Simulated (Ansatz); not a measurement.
**BrClH₂NSi radical: a ladder of functionals and wavefunction methods**

The task here is to estimate one member of a computed series from the others.

Computed with Ansatz 0.2.0, Gaussian basis. Level: functionals in def2-TZVPP, the program's frozen cores in correlated methods.

Levels to be run: LDA (SPW92), PBE-D4, revPBE-D4, BLYP-D4, r2SCAN-D4, B97M-V, PBE0-D4, B3LYP-D4, r2SCANh-D4, r2SCAN0-D4, HSE06-D4, BHLYP-D4, CAM-B3LYP-D4, LC-ωPBE, ωB97X-V, ωB97M-V, B2PLYP, PBE-QIDH; CCSD(T)/def2-SVP; CCSD(T)/def2-TZVPP; MP2/def2-QZVPP; extrapolation to the limit; RPA on PBE.

### Structure used throughout

An earlier PBE0-D4 in a triple-zeta def2 set relaxation fixed the geometry.

SMILES `N[Si](Cl)Br`, 6 atoms, charge 0, spin multiplicity 2.

Atoms are counted from 1 here; the program's logs count them from 0.

Bond lengths: N1–Si2 1.702 Å, N1–H5 1.008 Å, N1–H6 1.008 Å, Si2–Cl3 2.060 Å, Si2–Br4 2.233 Å. Angles: Si2–N1–H5 120.6°, Si2–N1–H6 120.8°, H5–N1–H6 113.0°, N1–Si2–Cl3 106.4°, N1–Si2–Br4 107.7°, Cl3–Si2–Br4 112.1°.

The first run:

File in.yaml:

```yaml
crystal:
  periodic: [false, false, false]
  atoms:
    - {symbol: N, position_ang: [-0.316250, 0.695143, 0.503625]}
    - {symbol: Si, position_ang: [0.629776, -0.259345, -0.541520]}
    - {symbol: Cl, position_ang: [1.356558, -1.816825, 0.593950]}
    - {symbol: Br, position_ang: [-0.693734, -0.969888, -2.194359]}
    - {symbol: H, position_ang: [-0.020213, 0.866488, 1.451671]}
    - {symbol: H, position_ang: [-0.913937, 1.420426, 0.140332]}
basis:
  gaussian: {orbitals: def2-TZVPP}
magnetization: {spin_polarized: true, initial_magnetization: 1}
hamiltonian: {xc: lda}
output: {orbitals: {seedname: orbitals}}
```

Run with:

```bash
> ansatz run in.yaml --threads 4 --pin off --events-out ev --progress --plain --max-ram 10444MiB
```

Among the steps run: LDA; PBE-D4 (GGA); revPBE-D4 (GGA); BLYP-D4 (GGA); r2SCAN-D4 (meta-GGA); B97M-V (meta-GGA); B3LYP-D4 (hybrid); r2SCANh-D4 (hybrid); r2SCAN0-D4 (hybrid); HSE06-D4 (hybrid); BHLYP-D4 (hybrid); CAM-B3LYP-D4 (range-separated); LC-ωPBE (range-separated); ωB97X-V (range-separated); ωB97M-V (range-separated); B2PLYP (double hybrid); PBE-QIDH (double hybrid).

One table of the session follows, with a row left open; its other results are not shown here.

It belongs to the step «Orbital energies across the functionals». 

```
  functional  HOMO (eV)  LUMO (eV)  gap (eV)
 LDA (SPW92)      -4.97      -3.94      1.03
      PBE-D4      -4.95      -3.52      1.44
   revPBE-D4          ?          ?         ?
     BLYP-D4      -4.77      -3.54      1.23
   r2SCAN-D4      -5.34      -3.05      2.29
      B97M-V      -5.06      -3.46      1.60
     PBE0-D4      -6.14      -2.65      3.50
    B3LYP-D4      -5.87      -3.04      2.84
  r2SCANh-D4      -5.77      -2.75      3.02
  r2SCAN0-D4      -6.42      -2.32      4.10
    HSE06-D4      -5.75      -3.02      2.72
    BHLYP-D4      -7.17      -1.86      5.31
CAM-B3LYP-D4      -7.37      -1.78      5.59
     LC-ωPBE      -8.75      -0.38      8.38
     ωB97X-V      -8.26      -0.89      7.37
     ωB97M-V      -7.90      -1.06      6.84
```

Q: Estimate the row for revPBE-D4 from the others.

As computed: HOMO (eV): -4.92; LUMO (eV): -3.37; gap (eV): 1.55. In the column «HOMO (eV)» it lies between PBE-D4 (-4.95) and BLYP-D4 (-4.77).
